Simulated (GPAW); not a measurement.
**GeSbTe3: single point with LDA**

GeSbTe3:

```
Te Sb Ge
1.0
     2.10348    1.21444    9.87146
    -2.10348    1.21444    9.87146
     0.00000   -2.42889    9.87146
Te Sb Ge
3 1 1
Direct
  0.21354 0.21354 0.21354
  0.79258 0.79258 0.79258
  0.99836 0.99836 0.99836
  0.39770 0.39770 0.39770
  0.59782 0.59782 0.59782
```

The cell comes from a database or a generator and needn't be the stable form of this composition.

```yaml
Program: GPAW 26.7.0
Task: single point
Functional: LDA
Potentials_or_basis: the program's PAW data sets (release 1.2.1) made for this functional
Cutoff: 450 eV
Basis: pw
k_mesh: 6 × 6 × 6
Occupations: fermi-dirac, width 0.05 eV
Spin: no spin polarisation
```

```yaml
Pressure: -4.3 GPa
Largest_force: 0.203 eV/Å
Band_gap_on_the_k_mesh: none (metal or under the smearing width)
```

Forces in eV/Å, atoms in the order of the input:
```
Te   0.000  0.000  0.194
Te   0.000  0.000 -0.203
Te   0.000  0.000 -0.023
Sb   0.000  0.000  0.044
Ge   0.000  0.000 -0.012
```

Stress tensor (GPa, compression positive):
```
-4.27  0.00  0.00
 0.00 -4.27  0.00
 0.00  0.00 -4.51
```

Levels at points of the mesh, in eV from the Fermi level:
```csv
k point,band 15,band 16,band 17,band 18,band 19,band 20,band 21,band 22
"(0.00, 0.00, 0.00)",-1.15,-1.15,-0.48,-0.48,0.69,1.16,1.16,1.23
"(0.50, 0.00, 0.00)",-2.68,-2.56,-2.16,-0.59,0.18,1.17,1.56,3.16
"(0.50, 0.50, 0.00)",-1.98,-1.53,-1.23,-1.23,-0.45,1.29,1.99,2.47
"(0.50, 0.50, 0.50)",-1.00,-0.70,-0.70,-0.58,0.35,1.55,1.55,1.55
```

Run time: 4.1 min on 1 thread of Arm Neoverse V2, with other jobs on the host, peak memory 0.39 GiB.

Caveat: the cutoff is short for stress and forces, so pressures can be off by a GPa or more; the program warned that so skewed a cell can give wrong results. Spin-orbit coupling is left out, which matters for the levels of Sb, Te.
